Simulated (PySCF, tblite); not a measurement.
# C₅H₁₀ClN₃Si: geometry, infrared bands and NMR shifts

Aim: predict the infrared bands and NMR shifts of C₅H₁₀ClN₃Si (`Cc1nn([SiH](C)C)nc1Cl`).

Programs: tblite 0.8.0 and PySCF 2.14.0, with density-fitted response routines of our own. Each step states its level of theory. These are calculated values for one molecule in the gas phase, unless marked as measured. Atoms count from 0, in the outputs and in this text.

**1. The molecule as given**

20 atoms, charge 0, multiplicity 1; geometry from: force field or distance geometry start.

Bonds of the start (Å): C0–C1 1.49, C1–N2 1.32, N2–N3 1.35, N3–Si4 1.78, Si4–C5 1.86, Si4–C6 1.86, N3–N7 1.37, N7–C8 1.33, C8–Cl9 1.69, C8–C1 1.42, C0–H10 1.09, C0–H11 1.09, C0–H12 1.10, Si4–H13 1.50, C5–H14 1.09, C5–H15 1.09, C5–H16 1.10, C6–H17 1.10, C6–H18 1.09, C6–H19 1.09.

**2. Optimising the geometry with GFN2-xTB**

What the job is given:

```
{"job": {"kind": "relax", "xc": "GFN2-xTB", "basis": "xTB"}, "charge": 0, "multiplicity": 1}
C      3.581400     0.670400    -0.359900
C      2.188800     0.309900     0.013400
N      1.171200     0.471500    -0.815000
N      0.120000     0.027400    -0.088600
Si    -1.550100     0.007000    -0.710400
C     -2.202700    -1.736300    -0.777400
C     -2.640900     1.087600     0.334600
N      0.403600    -0.423700     1.170100
C      1.722800    -0.248400     1.229400
Cl     2.601900    -0.650500     2.611000
H      4.224500    -0.205000    -0.322900
H      3.610100     1.077400    -1.372800
H      3.965200     1.432300     0.333900
H     -1.580300     0.551200    -2.110900
H     -3.217500    -1.750900    -1.176800
H     -1.570500    -2.364800    -1.397500
H     -2.220600    -2.176100     0.228400
H     -2.679000     0.712000     1.368600
H     -3.665000     1.103300    -0.044100
H     -2.268000     2.116200     0.365000
```

Command:

```sh
OMP_NUM_THREADS=1 python probes_run.py task.json out
```

One launch serves the whole session: the jobs run in the order shown.

**Question.** This job is followed by: GFN2-xTB harmonic vibrations, gas phase; GIAO PBE0/pcSseg-1 NMR shielding, non-relativistic, gas phase. What will the session give for the following? strongest single infrared mode (GFN2-xTB); zero-point energy (GFN2-xTB); 13C shifts against TMS (PBE0/pcSseg-1, means over atoms taken as alike); 1H shifts against TMS (PBE0/pcSseg-1, means over atoms taken as alike); 15N shifts against NH3 (PBE0/pcSseg-1); 29Si shifts against TMS (PBE0/pcSseg-1); 35Cl shifts against HCl (PBE0/pcSseg-1).

As calculated:

| quantity | value |
| --- | --- |
| strongest single infrared mode (GFN2-xTB) | 857 cm⁻¹, 310 km/mol |
| zero-point energy (GFN2-xTB) | 92.4 kcal/mol |
| 13C shifts against TMS (PBE0/pcSseg-1, means over atoms taken as alike) | 150.2, 147.5, 12.2, -0.8 ppm |
| 1H shifts against TMS (PBE0/pcSseg-1, means over atoms taken as alike) | 5.51, 2.47, 0.45 ppm |
| 15N shifts against NH3 (PBE0/pcSseg-1) | 378.3, 369.4, 275.4 ppm |
| 29Si shifts against TMS (PBE0/pcSseg-1) | 3.5 ppm |
| 35Cl shifts against HCl (PBE0/pcSseg-1) | 138 ppm |

The optimisation took 55 steps and gained 0.275 eV; among the close pairs (by a distance rule), N3–N7 changed most, from 1.367 to 1.321 Å. All 54 modes are real, so the xTB geometry is a minimum. The strongest single mode, at 857 cm⁻¹, is spread over many atoms; the largest shares are those of H14, H18. Unscaled tight-binding wavenumbers are off by several per cent, some by more. Its intensities can rank the bands wrongly. NICS(1)zz of -30 ppm above the planar ring from C1 marks a diatropic (aromatic) ring current.
